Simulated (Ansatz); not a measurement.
# Al2O3: the cost of one run

Program: Ansatz 0.2.0. Level of theory: DFT LDA, scalar-relativistic, plane waves, PAW. These are calculated values, not measurements.

1 further run of the same task is left out (it didn't finish).

## (1) The structure to begin with

It takes space group P-3m1 (No. 164, trigonal). Conventional cell: a = 3.017 Å, b = 3.017 Å, c = 7.575 Å, α = 90.00°, β = 90.00°, γ = 120.00°. Al (site symmetry 3m) is surrounded by 4 O at 1.68 to 1.84 Å. O (site symmetry 3m) is surrounded by 3 Al at 1.84 Å. O (site symmetry -3m) has 2 Al at 1.68 Å as nearest neighbours.

Coordinates:

```cif
data_structure
_symmetry_space_group_name_H-M 'P-3m1'
_symmetry_Int_Tables_number 164
_cell_length_a 3.0175
_cell_length_b 3.0175
_cell_length_c 7.5746
_cell_angle_alpha 90.000
_cell_angle_beta 90.000
_cell_angle_gamma 120.000
_cell_volume 59.73
loop_
_atom_site_label
_atom_site_type_symbol
_atom_site_symmetry_multiplicity
_atom_site_Wyckoff_symbol
_atom_site_fract_x
_atom_site_fract_y
_atom_site_fract_z
_atom_site_occupancy
Al1 Al 2 c 0.00000 0.00000 0.27795 1
O1 O 2 d 0.33333 0.66667 0.19945 1
O2 O 1 b 0.00000 0.00000 0.50000 1
```

The structure comes from the Materials Project (structure only).

## (2) Quick check of gap, pressure and forces

File input.yaml:

```yaml
crystal:
  lattice:
    - [3.017482544, 0.0, 0.0]
    - [-1.508741272, 2.6132165386, 0.0]
    - [0.0, 0.0, 7.5746360022]
  atoms:
    - { symbol: Al, position: [0.0, 0.0, 0.277951] }
    - { symbol: Al, position: [0.0, 0.0, 0.722049] }
    - { symbol: O, position: [0.33333333, 0.66666667, 0.199454] }
    - { symbol: O, position: [0.66666667, 0.33333333, 0.800546] }
    - { symbol: O, position: [0.0, 0.0, 0.5] }
basis:
  ecutwfc: 420
kpoints:
  mp_grid: { grid: [6, 6, 4] }
hamiltonian:
  xc: lda
scf:
  occupations: { method: gaussian, width: 0.1 }
output:
  forces: true
  stress: true
  eigenvalues: true
```

Started as:

```
$ ansatz run input.yaml --threads 1 --pin off --max-ram 2560MiB --backend cpu --events-out ev --progress --plain --runs-dir out
```

What time and memory should one allow on 1 thread of Intel Xeon at 2.50GHz (Skylake/Cascade Lake), shared host?

About 1.9 s, with a peak of 0.32 GiB.
